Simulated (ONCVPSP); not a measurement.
# An ONCV potential for Te, from input to tests

Task: generate the file, and judge it by its errors in other configurations, its logarithmic derivatives, its ghosts and its cutoff.

Program: ONCVPSP 4.0.1. Reference atom: PBE, fully relativistic, spherical and spin-unpolarised. All values are calculated.

### 1 Starting point

Typed settings, in words:

```
element                 : tellurium (Te, Z = 52)
type                    : optimised norm-conserving Vanderbilt (ONCV)
frozen core             : [Ar] 3d10
valence charge          : 24
reference configuration : 4s2 4p6 4d10 5s2 5p1 (charge +3)
partial waves           : 4s+5s: rc 1.35 bohr, ncon 3, nbas 7, qcut 9.6 1/bohr, 2 projectors; 4p+5p: rc 1.10 bohr, ncon 3, nbas 6, qcut 14.7 1/bohr, 2 projectors; 4d: rc 1.55 bohr, ncon 4, nbas 9, qcut 8 1/bohr, 2 projectors, debl 1.6 Ha
local potential         : polynomial inside 0.70 bohr (lpopt 3, dvloc0 3 Ha)
core correction         : Teter function, fcfact 1.75, rcfact 1.7
```

The outer shells as boxes (Hund's rule for the drawing; the calculation is spin-unpolarised):

```
[Ar] core
3d [↑↓][↑↓][↑↓][↑↓][↑↓]
4s [↑↓]
4p [↑↓][↑↓][↑↓]
4d [↑↓][↑↓][↑↓][↑↓][↑↓]
5s [↑↓]
5p [↑ ][  ][  ]
```

### 2 Generating the potential

Contents of Te.dat:

```
# ATOM AND REFERENCE CONFIGURATION
# atsym  z   nc   nv     iexc    psfile
  Te 52.00    6    5        4      upf
#
#   n    l    f
    1    0    2.00
    2    0    2.00
    2    1    6.00
    3    0    2.00
    3    1    6.00
    3    2   10.00
    4    0    2.00
    4    1    6.00
    4    2   10.00
    5    0    2.00
    5    1    1.00
#
# PSEUDOPOTENTIAL AND OPTIMIZATION
# lmax
    2
#
#   l,   rc,      ep,       ncon, nbas, qcut
    0    1.35    0.00    3    7    9.60
    1    1.10    0.00    3    6   14.70
    2    1.55    0.00    4    9    8.00
#
# LOCAL POTENTIAL
# lloc, lpopt,  rc(5),   dvloc0
    4    3    0.70    3.00
#
# VANDERBILT-KLEINMAN-BYLANDER PROJECTORs
# l, nproj, debl
    0    2    1.30
    1    2    1.40
    2    2    1.60
#
# MODEL CORE CHARGE
# icmod, fcfact, rcfact
    3    1.75    1.70
#
# LOG DERIVATIVE ANALYSIS
# epsh1, epsh2, depsh
   -9.00    5.00    0.04
#
# OUTPUT GRID
# rlmax, drl
    6.00    0.01
#
# TEST CONFIGURATIONS
# ncnf
    4
# nvcnf
#   n    l    f
    5
    4    0    2.00
    4    1    6.00
    4    2   10.00
    5    0    2.00
    5    1    4.00
#
    5
    4    0    2.00
    4    1    6.00
    4    2   10.00
    5    0    2.00
    5    1    3.00
#
    5
    4    0    2.00
    4    1    6.00
    4    2   10.00
    5    0    2.00
    5    1    2.00
#
    5
    4    0    2.00
    4    1    6.00
    4    2   10.00
    5    0    2.00
    5    1    3.50
#
```

Launch:

```console
oncvpspr.x < Te.dat > Te.out
```

Q: Predict the outcome of this session. Wanted: cutoffs for 1 and 0.1 mHa per electron, occupied waves; bound ghosts; GHOST(+) flags; largest test error; largest phase difference near zero energy, channels read; rms error of d²Exc/dn², without and with the model core; projector energies reset by the program.

As calculated:

```
                                                quantity                               value
  cutoffs for 1 and 0.1 mHa per electron, occupied waves                    66 Ha and 111 Ha
                                            bound ghosts                          none found
                                          GHOST(+) flags         s at 156 eV, d3/2 at 759 eV
                            largest test error (AE − PS)  -3.3 meV, for 4s2 4p6 4d10 5s2 5p4
largest phase difference near zero energy, channels read                           0.004 rad
 rms error of d²Exc/dn², without and with the model core                   8.05 and 4.22 mHa
                 projector energies reset by the program                 d: -2.635, 0.250 Ha
```

**Reading.** The worst unpolarised test, 4s2 4p6 4d10 5s2 5p4, is off by 3.3 meV on 54.6 eV; by total energies transferability rates as very good. The potential is very hard: the looser tolerance needs 66 Ha. The program's ghost test flags no bound state. Near zero energy the phases of the channels with partial waves agree within 0.004 rad. The program also flags highly localised states, GHOST(+) (s, d3/2).
